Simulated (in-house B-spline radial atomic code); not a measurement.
# Ta⁺: excited configurations

How much energy does it take to promote electrons of Ta⁺ to other shells? Each configuration is solved by itself and compared with the reference.

The numbers are computed with in-house B-spline radial atomic code version 1 (Dirac-Hartree-Fock, average of configuration, Fermi nucleus, basis-set limit), except any that are marked as measured or tabulated.

## 1. What is computed

```
element       : tantalum (Z = 73)
charge        : +1
electrons     : 72
configuration : [Xe] 4f14 5d3 6s1
Hamiltonian   : Dirac-Coulomb
nucleus       : Fermi, rms radius 5.351 fm
```

Outer shells as boxes (Hund's rule):

[Xe] 4f14 5d3 6s1
```
[Xe] core
4f [↑↓][↑↓][↑↓][↑↓][↑↓][↑↓][↑↓]
5d [↑ ][↑ ][↑ ][  ][  ]
6s [↑ ]
```

The boxes draw the filling by Hund's rule, which heavy ions in jj coupling don't follow; these runs average over all states of the configuration.

Settings, as recorded:

```ini
Z = 73
electrons = 72.0
configuration = [Xe] 4f14 5d3 6s1
hamiltonian = dirac
method = hf
spin_polarised = False
nucleus = fermi
rms_radius = 5.3507
mass_number = 181
atomic_mass = 180.947998528
speed_of_light = 137.035999084
```

The reference is known from an earlier run: -15616.336491 hartree in all. Up to eight levels, counted from the top:

| orbital | occupation | energy (eV) | <r> (bohr) |
| --- | --- | --- | --- |
| 5s1/2 | 2 | -94.185 | 1.119 |
| 5p1/2 | 2 | -62.028 | 1.235 |
| 5p3/2 | 4 | -52.790 | 1.336 |
| 4f5/2 | 6 | -48.653 | 0.6221 |
| 4f7/2 | 8 | -46.477 | 0.6321 |
| 5d3/2 | 1.2 | -15.197 | 2.027 |
| 5d5/2 | 1.8 | -14.681 | 2.091 |
| 6s1/2 | 1 | -13.698 | 3.229 |

## 2. Run with [Xe] 4f14 5d3 5g1

Settings, as recorded:

```ini
Z = 73
electrons = 72.0
configuration = [Xe] 4f14 5d3 5g1
hamiltonian = dirac
method = hf
spin_polarised = False
nucleus = fermi
rms_radius = 5.3507
mass_number = 181
atomic_mass = 180.947998528
speed_of_light = 137.035999084
```

## 3. Run with [Xe] 4f14 5d2 6s1 9p1

Settings: those of step 2 with these lines changed.

```diff
@@ -2,3 +2,3 @@
 electrons = 72.0
-configuration = [Xe] 4f14 5d3 5g1
+configuration = [Xe] 4f14 5d2 6s1 9p1
 hamiltonian = dirac
```

## 4. [Xe] 4f14 5d3 10f1

Settings: those of step 3 with these lines changed.

```diff
@@ -2,3 +2,3 @@
 electrons = 72.0
-configuration = [Xe] 4f14 5d2 6s1 9p1
+configuration = [Xe] 4f14 5d3 10f1
 hamiltonian = dirac
```

## 5. Run with [Kr] 4d10 4f14 5s2 5p5 5d3 5g1 6s1

Settings: those of step 4 with these lines changed.

```diff
@@ -2,3 +2,3 @@
 electrons = 72.0
-configuration = [Xe] 4f14 5d3 10f1
+configuration = [Kr] 4d10 4f14 5s2 5p5 5d3 5g1 6s1
 hamiltonian = dirac
```

## 6. Configuration [Xe] 4f14 5d3 8s1

Settings: those of step 5 with these lines changed.

```diff
@@ -2,3 +2,3 @@
 electrons = 72.0
-configuration = [Kr] 4d10 4f14 5s2 5p5 5d3 5g1 6s1
+configuration = [Xe] 4f14 5d3 8s1
 hamiltonian = dirac
```

## 7. Configuration [Xe] 4f13 5d3 6s1 10p1

Settings: those of step 6 with these lines changed.

```diff
@@ -2,3 +2,3 @@
 electrons = 72.0
-configuration = [Xe] 4f14 5d3 8s1
+configuration = [Xe] 4f13 5d3 6s1 10p1
 hamiltonian = dirac
```

How far above the reference does each configuration lie (order and size, in eV)?

The runs gave:

| net move | configuration | energy above the reference (eV) | with Breit, QED, recoil (eV) | largest <r> (bohr) |
| --- | --- | --- | --- | --- |
| 6s → 8s | [Xe] 4f14 5d3 8s1 | 10.279 | 10.255 | 12.7 |
| 6s → 5g | [Xe] 4f14 5d3 5g1 | 11.336 | 11.310 | 13.7 |
| 5d → 9p | [Xe] 4f14 5d2 6s1 9p1 | 12.137 | 12.155 | 22.4 |
| 6s → 10f | [Xe] 4f14 5d3 10f1 | 12.836 | 12.809 | 57.2 |
| 4f → 10p | [Xe] 4f13 5d3 6s1 10p1 | 36.682 | 36.875 | 31.2 |
| 5p → 5g | [Kr] 4d10 4f14 5s2 5p5 5d3 5g1 6s1 | 51.217 | 51.119 | 13.7 |

Quantum defects of the promoted electron, δ = n − ζ/√(−2ε) with ζ = 2 and ε its orbital energy in hartree:

| promotion | δ |
| --- | --- |
| 6s → 8s | 3.899 |
| 5d → 9p | 3.514 |
| 6s → 10f | 1.038 |
| 4f → 10p | 3.532 |

What this shows: The lowest of them is 6s → 8s at 10.279 eV and the highest 5p → 5g at 51.217 eV. Koopmans' estimate of the ionisation threshold is 13.698 eV; 2 configurations exceed it by over 2 % and could autoionise. Of those tabulated, the defect is largest for 8s (3.90) and least for 10f (1.04): low angular momentum penetrates the core, high angular momentum stays outside it. These are averages over configurations, without correlation, not spectroscopic levels.
